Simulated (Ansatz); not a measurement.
# CH₄Cl₂FMoNO: small, medium and large basis sets

How large a basis does CH₄Cl₂FMoNO need? Two functionals are run in growing sets.

Program: Ansatz 0.2.0, Gaussian basis. Level of theory: one geometry, several basis sets. These are calculated values, not measurements.

The runs, in order: PBE0-D4/def2-SVP; ωB97M-V/def2-SVP; PBE0-D4/def2-QZVPP; ωB97M-V/def2-QZVPP; the functionals' def2-TZVPP values are taken from earlier runs.

## 1. The relaxed structure

An earlier PBE0-D4 in a triple-zeta def2 set relaxation fixed the geometry. Mo takes the def2 core potential; no spin-orbit term is included.

SMILES `C[N]=[Mo]([OH])([F])([Cl])[Cl]`, 11 atoms, charge 0, spin multiplicity 1.

Atoms are counted from 1 here; the program's logs count them from 0.

Bond lengths: C1–N2 1.405 Å, C1–H8 1.095 Å, C1–H9 1.098 Å, C1–H10 1.095 Å, N2–Mo3 1.714 Å, Mo3–O4 1.842 Å, Mo3–F5 1.842 Å, Mo3–Cl6 2.358 Å, Mo3–Cl7 2.300 Å, O4–H11 0.963 Å. Angles: N2–C1–H8 110.4°, N2–C1–H9 108.5°, N2–C1–H10 110.6°, H8–C1–H9 109.2°, H8–C1–H10 109.1°, H9–C1–H10 109.1°, C1–N2–Mo3 161.9°, N2–Mo3–O4 99.8°, N2–Mo3–F5 95.0°, N2–Mo3–Cl6 167.4°, N2–Mo3–Cl7 85.6°, O4–Mo3–F5 116.2°, O4–Mo3–Cl6 91.1°, O4–Mo3–Cl7 115.0°, F5–Mo3–Cl6 85.7°, F5–Mo3–Cl7 127.8°, Cl6–Mo3–Cl7 84.1°, Mo3–O4–H11 118.1°.

## 2. PBE0-D4 in def2-SVP

The input, in.yaml:

```yaml
crystal:
  periodic: [false, false, false]
  atoms:
    - {symbol: C, position_ang: [0.945720, -1.619425, -0.443335]}
    - {symbol: N, position_ang: [0.092209, -0.515897, -0.276121]}
    - {symbol: Mo, position_ang: [-0.477541, 1.075080, 0.012934]}
    - {symbol: O, position_ang: [-1.840720, 0.709121, 1.196823]}
    - {symbol: F, position_ang: [-0.976283, 1.386263, -1.732683]}
    - {symbol: Cl, position_ang: [-0.770015, 3.393857, 0.323012]}
    - {symbol: Cl, position_ang: [1.575979, 1.446896, 0.979161]}
    - {symbol: H, position_ang: [1.086567, -1.836188, -1.507046]}
    - {symbol: H, position_ang: [1.917634, -1.379344, 0.007657]}
    - {symbol: H, position_ang: [0.531695, -2.504686, 0.050095]}
    - {symbol: H, position_ang: [-2.020047, -0.212577, 1.410203]}
basis:
  gaussian: {orbitals: def2-SVP}
hamiltonian: {xc: pbe0, dispersion: d4}
output: {orbitals: {seedname: orbitals}}
```

The run is started by

```
> ansatz run in.yaml --threads 2 --pin off --events-out ev --progress --plain --max-ram 31744MiB --backend cpu
```

Further steps of the session: ωB97M-V in def2-SVP; PBE0-D4 in def2-QZVPP; ωB97M-V in def2-QZVPP.

Before running them: what should the planned runs give, taken together? Wanted: PBE0-D4: double and triple zeta above quadruple; ωB97M-V: double and triple zeta above quadruple.

The runs gave:

```
                                       quantity           value
PBE0-D4: double and triple zeta above quadruple  19.41, 1.26 eV
ωB97M-V: double and triple zeta above quadruple  19.52, 1.22 eV
```

PBE0-D4 gains 18.14 eV from double to triple zeta, then 1.26 eV more. Total energies overstate the basis error of differences, where much of it tends to cancel.
